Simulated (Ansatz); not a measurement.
# Sc4Sn3Rh: the cost of one run

Computed with Ansatz 0.2.0 (DFT PBE, scalar-relativistic, plane waves, PAW, unless a step's input says otherwise).

## Step 1: The structure to begin with

The structure is cubic, space group P-43m (No. 215). Conventional cell: a = 5.771 Å, b = 5.771 Å, c = 5.771 Å, α = 90.00°, β = 90.00°, γ = 90.00°. Sc (site symmetry 3m) is surrounded by 1 Rh at 2.35 Å and 3 Sn at 2.45 Å. Around Sn (site symmetry -42m) lie 4 Sc at 2.45 Å. Rh (site symmetry -43m) has 4 Sc at 2.35 Å in its first shell of neighbours.

As a file:

```cif
data_structure
_symmetry_space_group_name_H-M 'P-43m'
_symmetry_Int_Tables_number 215
_cell_length_a 5.7709
_cell_length_b 5.7709
_cell_length_c 5.7709
_cell_angle_alpha 90.000
_cell_angle_beta 90.000
_cell_angle_gamma 90.000
_cell_volume 192.19
loop_
_atom_site_label
_atom_site_type_symbol
_atom_site_symmetry_multiplicity
_atom_site_Wyckoff_symbol
_atom_site_fract_x
_atom_site_fract_y
_atom_site_fract_z
_atom_site_occupancy
Sc1 Sc 4 e 0.23500 0.23500 0.23500 1
Sn1 Sn 3 d 0.50000 0.00000 0.00000 1
Rh1 Rh 1 a 0.00000 0.00000 0.00000 1
```

(A quick probe on a coarse mesh, which set the mesh and smearing, is not shown.)

## Step 3: A loose first relaxation

Contents of input.yaml:

```yaml
crystal:
  lattice:
    - [5.770931192, 0.0, 0.0]
    - [0.0, 5.770931192, 0.0]
    - [0.0, 0.0, 5.770931192]
  atoms:
    - { symbol: Sc, position: [0.235, 0.235, 0.235] }
    - { symbol: Sc, position: [0.235, 0.765, 0.765] }
    - { symbol: Sc, position: [0.765, 0.765, 0.235] }
    - { symbol: Sc, position: [0.765, 0.235, 0.765] }
    - { symbol: Sn, position: [0.5, 0.0, 0.0] }
    - { symbol: Sn, position: [0.0, 0.5, 0.0] }
    - { symbol: Sn, position: [0.0, 0.0, 0.5] }
    - { symbol: Rh, position: [0.0, 0.0, 0.0] }
basis:
  ecutwfc: 420
kpoints:
  mp_grid: { grid: [4, 4, 4] }
hamiltonian:
  xc: pbe
scf:
  occupations: { method: gaussian, width: 0.1 }
  lower_state_search: "off"
output:
  forces: true
  stress: true
  eigenvalues: true
relax:
  adjacent_minimum: "off"
  f_tol: 0.04
  max_steps: 70
  cell: { stress_tol: 0.4 }
```

Launch:

```sh
$ ansatz run input.yaml --threads 1 --pin off --max-ram 2560MiB --backend cpu --events-out ev --progress --plain --runs-dir out
```

Q: Estimate wall time and peak memory on 1 thread of Arm Neoverse V1, shared host.

About 2 min, with a peak of 0.49 GiB.
